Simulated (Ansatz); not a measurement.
# HIF radical: geometry and frequencies at several levels

One table from this session's results is given with a row withheld; the runs are named, their logs left out.

Computed with Ansatz 0.2.0 (the levels named in each step, unless a step's input says otherwise).

## The structure to begin with

Bond lengths: F1–H3 0.935 Å.

Structure file:

```xyz
3

F     0.0000    0.0000   -1.5656
I     0.0000    0.0000    2.1960
H     0.0000    0.0000   -0.6304
```

Set-up of the first run:

input.yaml

```yaml
crystal:
  periodic: [false, false, false]
  atoms:
    - { symbol: F, position_ang: [0.0, 0.0, -1.56562] }
    - { symbol: I, position_ang: [0.0, 0.0, 2.19599] }
    - { symbol: H, position_ang: [0.0, 0.0, -0.63037] }
magnetization:
  spin_polarized: true
  initial_magnetization: 1
basis:
  gaussian: { orbitals: def2-SVP }
hamiltonian:
  xc: pbe
  dispersion: d4
relax:
  f_tol: 0.03
  max_steps: 200
```

Launch:

```bash
$ ansatz run input.yaml --threads 2 --pin off --max-ram 5120MiB --backend cpu --events-out ev --progress --plain --runs-dir out
```

Steps of the session up to this table: A rough first relaxation, PBE-D4/def2-SVP; Relaxation, PBE0-D4/def2-TZVPP; Frequencies, PBE0-D4/def2-TZVPP; Relaxation, PBE-D4/def2-TZVPP; Frequencies, PBE-D4/def2-TZVPP; Relaxation, r2SCAN-D4/def2-TZVPP; Frequencies, r2SCAN-D4/def2-TZVPP; Relaxation, B3LYP-D4/def2-TZVPP; Frequencies, B3LYP-D4/def2-TZVPP; Relaxation, B2PLYP/def2-TZVPP.

One table of the session follows, with a row left open; its other results are not shown here.

It belongs to the step «Geometries side by side». 

| level | F1–H3 (Å) | rotational constants (MHz) | dipole (D) | highest frequency (cm⁻¹) |
| --- | --- | --- | --- | --- |
| PBE0-D4/def2-TZVPP | 0.9250 | 2365.7 | 2.68 | 3979 |
| PBE-D4/def2-TZVPP | 0.9404 | 2442.5 | 2.75 | 3730 |
| r2SCAN-D4/def2-TZVPP | ? | ? | ? | ? |
| B3LYP-D4/def2-TZVPP | 0.9286 | 2318.2 | 2.68 | 3923 |
| B2PLYP/def2-TZVPP | 0.9248 | 2264.5 | 2.59 | - |

Q: Estimate the row for r2SCAN-D4/def2-TZVPP from the others.

The run gave: F1–H3 (Å): 0.9282; rotational constants (MHz): 2358.9; dipole (D): 2.67; highest frequency (cm⁻¹): 3903. In the column «F1–H3 (Å)» it lies between PBE0-D4/def2-TZVPP (0.9250) and B3LYP-D4/def2-TZVPP (0.9286).
